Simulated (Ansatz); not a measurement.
# SiNi2: further runs on the relaxed cell

The task here is to estimate one member of a computed series from the others.

Program: Ansatz 0.2.0. Level of theory: DFT PBE, scalar-relativistic, plane waves, PAW. These are calculated values, not measurements.

1 further run of the same task is left out (set aside as unsound or not needed).

## The starting structure

Symmetry: Pnma, No. 62, orthorhombic system. The conventional cell has a = 5.022 Å, b = 3.730 Å, c = 7.077 Å, α = 90.00°, β = 90.00°, γ = 90.00°. Si (site symmetry m) has 10 Ni at 2.31 to 2.76 Å in its first shell of neighbours. Around Ni (site symmetry m) lie 5 Si at 2.35 to 2.58 Å and 8 Ni at 2.57 to 2.72 Å. Ni (site symmetry m) has 5 Si at 2.31 to 2.76 Å and 8 Ni at 2.57 to 2.72 Å in its first shell of neighbours.

Coordinates:

```xyz
12
Lattice="5.0221 0.0000 0.0000 0.0000 3.7299 0.0000 0.0000 0.0000 7.0766" Properties=species:S:1:pos:R:3 pbc="T T T"
Si    1.4402    2.7974    4.3500
Si    3.5818    0.9325    2.7265
Si    1.0708    0.9325    0.8118
Si    3.9513    2.7974    6.2648
Ni    4.8181    2.7974    1.4425
Ni    0.2039    0.9325    5.6341
Ni    2.7149    0.9325    4.9808
Ni    2.3071    2.7974    2.0958
Ni    4.1712    2.7974    3.9650
Ni    0.8508    0.9325    3.1116
Ni    3.3619    0.9325    0.4267
Ni    1.6602    2.7974    6.6498
```

It is the result of an earlier relaxation at this level (volume 11.05 Å³/atom; gap on the mesh: none (metal)).

The first run:

input.yaml

```yaml
crystal:
  lattice:
    - [5.0220617806, 0.0, 0.0]
    - [0.0, 3.729909366, 0.0]
    - [0.0, 0.0, 7.0765535906]
  atoms:
    - { symbol: Si, position: [0.2867796774, 0.75, 0.6147108607] }
    - { symbol: Si, position: [0.7132203226, 0.25, 0.3852891393] }
    - { symbol: Si, position: [0.2132203226, 0.25, 0.1147108607] }
    - { symbol: Si, position: [0.7867796774, 0.75, 0.8852891393] }
    - { symbol: Ni, position: [0.9593959783, 0.75, 0.2038409294] }
    - { symbol: Ni, position: [0.0406040217, 0.25, 0.7961590706] }
    - { symbol: Ni, position: [0.5406040217, 0.25, 0.7038409294] }
    - { symbol: Ni, position: [0.4593959783, 0.75, 0.2961590706] }
    - { symbol: Ni, position: [0.8305792023, 0.75, 0.5603012852] }
    - { symbol: Ni, position: [0.1694207977, 0.25, 0.4396987148] }
    - { symbol: Ni, position: [0.6694207977, 0.25, 0.0603012852] }
    - { symbol: Ni, position: [0.3305792023, 0.75, 0.9396987148] }
basis:
  ecutwfc: 420
kpoints:
  mp_grid: { grid: [8, 10, 6] }
  band_path:
    path:
      - [[0.0, 0.0, 0.0], [0.5, 0.0, 0.0], [0.5, 0.5, 0.0], [0.0, 0.5, 0.0], [0.0, 0.0, 0.0], [0.0, 0.0, 0.5], [0.5, 0.0, 0.5], [0.5, 0.5, 0.5], [0.0, 0.5, 0.5], [0.0, 0.0, 0.5]]
      - [[0.5, 0.0, 0.0], [0.5, 0.0, 0.5]]
      - [[0.0, 0.5, 0.0], [0.0, 0.5, 0.5]]
      - [[0.5, 0.5, 0.0], [0.5, 0.5, 0.5]]
    npoints: 10
hamiltonian:
  xc: pbe
scf:
  occupations: { method: gaussian, width: 0.1 }
  n_extra_bands: 30
output:
  forces: true
  stress: true
  eigenvalues: true
  populations: true
  dos: { projected: true, de: 0.02, nscf_kmesh: { grid: [12, 15, 9] } }
  bader: false
```

Run with:

```console
$ ansatz run input.yaml --threads 4 --pin off --max-ram 10240MiB --backend cpu --events-out ev --progress --plain --runs-dir out
```

Among the steps run: Static run: bands, density of states and charges; Point at V/V0 = 0.97; Volume × 1.03; Volume × 0.94; The cell scaled to 1.06 of its volume.

One of the session's tables, all rows but one given; the rest of the session is left out.

It belongs to the step «Energy against volume». 

| volume (Å³/atom) | energy above the lowest point (meV/atom) | pressure (GPa) |
| --- | --- | --- |
| 10.384 | 26.3 | 13.54 |
| 10.715 | 6.2 | 6.14 |
| 11.046 | 0.0 | 0.01 |
| 11.378 | ? | ? |
| 11.709 | 20.6 | -9.32 |

**Question.** Estimate the row for volume (Å³/atom) = 11.378.

Worked estimate for «energy above the lowest point (meV/atom)». A straight line through the neighbours (11.046, 0.0) and (11.709, 20.6) gives 0.0 + (20.6 − 0.0) × (11.378 − 11.046) / (11.709 − 11.046) = 10.3; a parabola fitted to 3 rows on both sides gives 4.8.

**Answer.** energy above the lowest point (meV/atom): 5.5; pressure (GPa): -5.11. In «energy above the lowest point (meV/atom)» the line misses by +4.8 and the parabola by -0.7.

Limits of these values: Spin polarisation is off in the runs that give these values; a magnetic solution could lie lower.
